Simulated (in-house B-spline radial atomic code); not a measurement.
**Ir⁸⁺: one electron outside a closed core**

How much does correlation with the core [Xe] 4f14 bind the valence electron of Ir⁸⁺, and what spectrum follows?

The numbers are computed with an in-house B-spline radial atomic code, version 1 (frozen-core Dirac-Hartree-Fock, second-order and screened correlation potential (Brueckner orbitals), static RPA core polarisation, Breit and QED for the lowest s, p, d states, no-pair Dirac-Coulomb), except any that are marked as measured or tabulated.

## Step 1: The system

* element: iridium (Z = 77)
* charge: +8
* core: [Xe] 4f14
* nucleus: mass number 193, rms radius 5.403 fm

## Step 2: The run

Settings:

```ini
basis_form = 2
Z = 77
core_configuration = [Xe] 4f14
rms_radius = 5.4032
mass_number = 193
speed_of_light = 137.035999084
box_radius = 32.222
lmax = 6
intervals = 66
virtual_cutoff = 11858.0
```

Launch:

```sh
$ python run_mb.py task.json out
```

The settings stand in task.json.

From the run's result record (rounded, not every field):

```text
{
  "status": "converged",
  "core_hf_energy [hartree]": -17827.1769483,
  "lowest_core_excitation [hartree]": 1.82421,
  "core_polarisability [au]": 1.22202,
  "core_quadrupole_polarisability [au]": 1.16218,
  "states": [
    {"name": "6s1/2", "dhf": -3.578156, "second_order": -0.07054268, "tail": -0.001548, "brueckner2": -3.649702, "screened": -3.633253, "overlap": 0.9998, "breit": 0.0020241, "qed": 0.0021972, "r": 1.93111, "edge": 1.2e-13},
    {"name": "6p1/2", "dhf": -3.145747, "second_order": -0.0600353, "tail": -0.001445, "brueckner2": -3.207075, "screened": -3.194374, "overlap": 0.9998, "breit": 0.0031646, "qed": 7.6565e-06, "r": 2.09589, "edge": 1.4e-13},
    {"name": "6p3/2", "dhf": -3.000902, "second_order": -0.05161215, "tail": -0.001303, "brueckner2": -3.053577, "screened": -3.042254, "overlap": 0.9998, "breit": 0.0015552, "qed": 0.00017657, "r": 2.20404, "edge": 1.1e-13},
    {"name": "5d3/2", "dhf": -4.458815, "second_order": -0.07310011, "tail": -0.004877, "brueckner2": -4.532241, "screened": -4.521885, "overlap": 1.0, "breit": 0.0016816, "qed": -0.00069964, "r": 1.29448, "edge": 2.8e-15},
    {"name": "5d5/2", "dhf": -4.387831, "second_order": -0.06791137, "tail": -0.004659, "brueckner2": -4.456101, "screened": -4.447108, "overlap": 1.0, "breit": 0.00027654, "qed": -0.00047997, "r": 1.31957, "edge": 2.3e-15}
  ]
}
```

It took 6.2 min on 1 thread, shared host.

Fields of a state (hartree, bohr): dhf, the second-order shift, its tail beyond lmax, Brueckner energies at second order and screened, overlap with the DHF orbital, Breit and QED shifts, mean radii, and edge, the weight near the box wall.

31 further states of the record are not shown: above the first core excitation the self-energy has poles, and states at the box wall or far from their DHF orbital are unsound.

## Step 3: The levels

Energy to remove the valence electron (eV); shifts add to DHF.

```
state      DHF  Brueckner, 2nd order  screened  Breit + QED    final  quantum defect
5d3/2  121.331                 2.131     1.849       -0.027  123.153           2.009
5d5/2  119.399                 1.985     1.740        0.006  121.144           1.984
6s1/2   97.367                 1.989     1.541       -0.115   98.793           2.660
6p1/2   85.600                 1.708     1.363       -0.086   86.876           2.438
6p3/2   81.659                 1.469     1.161       -0.047   82.772           2.351
```

Fine-structure intervals (cm⁻¹):

```csv
doublet,DHF,"final (correlation, and Breit and QED where computed)"
5d,15579,16199
6p,31790,33101
```

## Step 4: Matrix elements and lines

In the record:

```text
{
  "matrix_elements": [
    [1, "6p1/2", "6s1/2", 1.6335, 1.4075, 1.3864],
    [1, "6p3/2", "6s1/2", -2.2947, -1.9944, -1.965],
    [1, "5d3/2", "6p1/2", 0.98894, 0.88819, 0.87825],
    [1, "5d3/2", "6p3/2", -0.3817, -0.35139, -0.34716],
    [1, "5d5/2", "6p3/2", 1.2224, 1.1297, 1.1166],
    [2, "6p1/2", "6p3/2", 4.6439, 4.5462, 4.4383],
    [2, "5d3/2", "6s1/2", 1.7874, 1.749, 1.7241],
    [2, "5d3/2", "5d5/2", 1.1374, 1.0782, 1.065],
    [2, "5d5/2", "6s1/2", -2.2968, -2.2613, -2.2292]
  ]
}
```

Each row: multipole K, the two states, and the reduced element at DHF, with RPA, and with Brueckner orbitals and RPA (atomic units); rows between the states shown.

Electric-dipole lines from the final energies and elements:

```
upper  lower  wavelength (nm)  rate (1/s)  oscillator strength
6p1/2  5d3/2           34.178    1.96e+10                0.171
6p3/2  5d3/2           30.704    2.11e+09               0.0298
6p3/2  5d5/2           32.311    1.87e+10                0.195
6p1/2  6s1/2           104.04    1.73e+09                0.281
6p3/2  6s1/2           77.389    4.22e+09                0.758
```

## Step 5: Hyperfine structure

From the fields A (MHz per unit nuclear g-factor, uniformly magnetised nucleus), B (MHz per barn) and alpha0 of the same record:

```csv
state,"A, DHF","A, RPA","A, Brueckner + RPA","B, final",α0 (bohr³)
5d3/2,2786,3012,3088,2237,1.483
5d5/2,1080,545.6,580.7,2738,1.464
6s1/2,72538,79826,83045,-,4.838
6p1/2,19473,21403,22871,-,1.586
6p3/2,2036,2663,2830,5245,2.868
```

## Step 6: What came out

```
                                                                                   quantity                                                                value
                                                   lowest one-electron state over this core                                                                5d3/2
                                                                         its removal energy                                            123.15 eV (DHF 121.33 eV)
                                                                    next one-electron state                                                    5d5/2 at 2.008 eV
strongest of the lines computed from the lowest state (states outside the list are missing)                                           6p1/2, 34.18 nm, f = 0.171
                                                         polarisability of the lowest state                                                          1.483 bohr³
                                                                        core polarisability                                                          1.222 bohr³
                                                           semi-empirical ionisation energy  122.70 ± 0.9 eV (NIST Atomic Spectra Database, ionization energies)
```

**Reading.** Correlation with the core binds 5d3/2 more tightly by 1.5 % of its DHF energy; screening changes the second-order Brueckner shift by -14 %. The quantum defects of the lowest states are s 2.66, p 2.44, d 2.01: they fall with l, as the electron reaches less into the core. Core polarisation and Brueckner orbitals change the element of the strongest line by -11 %. The semi-empirical ionisation energy, 122.70 ± 0.9 eV, is missed by +0.37 % at the final rung.
